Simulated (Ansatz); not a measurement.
Wanted: the native input for an Ansatz 0.2.0 run.

* Task: band structure
* Functional: PBE
* Potentials or basis: Ansatz PAW
* Cutoff: 420 eV (not typed: the program's choice for these potentials)
* k mesh: 7 × 7 × 7
* Occupations: fermi-dirac, width 0.05 eV
* Spin: collinear spin, ferromagnetic start
* Starting moments: [0.0, 0.0, 0.0, 0.0, 1.0, 0.0, 0.0, 0.0, 0.0, 0.0, 0.0, 0.0, 0.0, 0.0, 0.0, 0.0] μB
* Path: [["G", "X", "S", "R", "A", "Z", "G", "Y", "X1", "A1", "T", "Y"], ["Z", "T"]]
* Points for each segment of the path: 10

The system is Ta4NiO11.

```
Ta Ni O
1.0
     1.95495  -14.82973    0.00000
     1.95495   14.82973    0.00000
     0.00000    0.00000    3.88590
Ta Ni O
4 1 11
Direct
  0.20437 0.79563 0.00000
  0.92451 0.07549 0.00000
  0.07549 0.92451 0.00000
  0.79563 0.20437 0.00000
  0.50000 0.50000 0.00000
  0.13987 0.86013 0.00000
  0.72107 0.27893 0.00000
  0.43645 0.56355 0.00000
  0.56355 0.43645 0.00000
  0.00000 0.00000 0.00000
  0.86013 0.13987 0.00000
  0.27893 0.72107 0.00000
  0.92790 0.07210 0.50000
  0.07210 0.92790 0.50000
  0.79436 0.20564 0.50000
  0.20564 0.79436 0.50000
```

The cell was built by a generator and needn't be a form met in nature.

The input as run:

input

```
crystal:
  lattice:
    - [1.95495, -14.82973, 0.0]
    - [1.95495, 14.82973, 0.0]
    - [0.0, 0.0, 3.8859]
  atoms:
    - { symbol: Ta, position: [0.20437, 0.79563, 0.0] }
    - { symbol: Ta, position: [0.92451, 0.07549, 0.0] }
    - { symbol: Ta, position: [0.07549, 0.92451, 0.0] }
    - { symbol: Ta, position: [0.79563, 0.20437, 0.0] }
    - { symbol: Ni, position: [0.5, 0.5, 0.0], spin: 1.0 }
    - { symbol: O, position: [0.13987, 0.86013, 0.0] }
    - { symbol: O, position: [0.72107, 0.27893, 0.0] }
    - { symbol: O, position: [0.43645, 0.56355, 0.0] }
    - { symbol: O, position: [0.56355, 0.43645, 0.0] }
    - { symbol: O, position: [0.0, 0.0, 0.0] }
    - { symbol: O, position: [0.86013, 0.13987, 0.0] }
    - { symbol: O, position: [0.27893, 0.72107, 0.0] }
    - { symbol: O, position: [0.9279, 0.0721, 0.5] }
    - { symbol: O, position: [0.0721, 0.9279, 0.5] }
    - { symbol: O, position: [0.79436, 0.20564, 0.5] }
    - { symbol: O, position: [0.20564, 0.79436, 0.5] }
hamiltonian:
  xc: pbe
  pseudopotentials: { kind: paw }
magnetization:
  spin_polarized: true
kpoints:
  mp_grid: { grid: [7, 7, 7] }
  band_path:
    path:
      - [[0.0, 0.0, 0.0], [0.2543445503, 0.2543445503, 0.0], [0.0, 0.5, 0.0], [0.0, 0.5, 0.5], [0.2543445503, 0.2543445503, 0.5], [0.0, 0.0, 0.5], [0.0, 0.0, 0.0], [-0.5, 0.5, 0.0], [-0.2543445503, 0.7456554497, 0.0], [-0.2543445503, 0.7456554497, 0.5], [-0.5, 0.5, 0.5], [-0.5, 0.5, 0.0]]
      - [[0.0, 0.0, 0.5], [-0.5, 0.5, 0.5]]
    npoints: 10
scf:
  occupations: { method: fermi_dirac, width: 0.05 }
  n_extra_bands: 40
output:
  forces: true
  stress: true
  eigenvalues: true
  fatbands: false
```

Results of the run:

```json
{"Pressure": "0.1 GPa", "Largest force": "0.053 eV/Å", "Band gap on the k mesh": "none (metal or under the smearing width)", "Net moment": "0.85 μB per cell", "Absolute moment": "0.90 μB per cell", "Site moments": "Ta -0.00; Ni +0.68; O -0.00, +0.01, +0.09, +0.00 μB"}
```

Caveat: the pressure holds a Pulay correction of +0.6 GPa for the finite cutoff; spin-orbit coupling is left out, which moves the levels of the heavy elements; a cell with one magnetic atom can't hold antiferromagnetic order, which such compounds often take; semilocal functionals often make such compounds metallic where correlation or magnetic order opens a gap, which also shifts bond lengths.

Wall time 52 s on 1 × NVIDIA H100 80GB HBM3 with 2 threads of AMD EPYC 7R13 Processor (Zen 3), with other jobs on the host, peak memory 1.3 GiB.
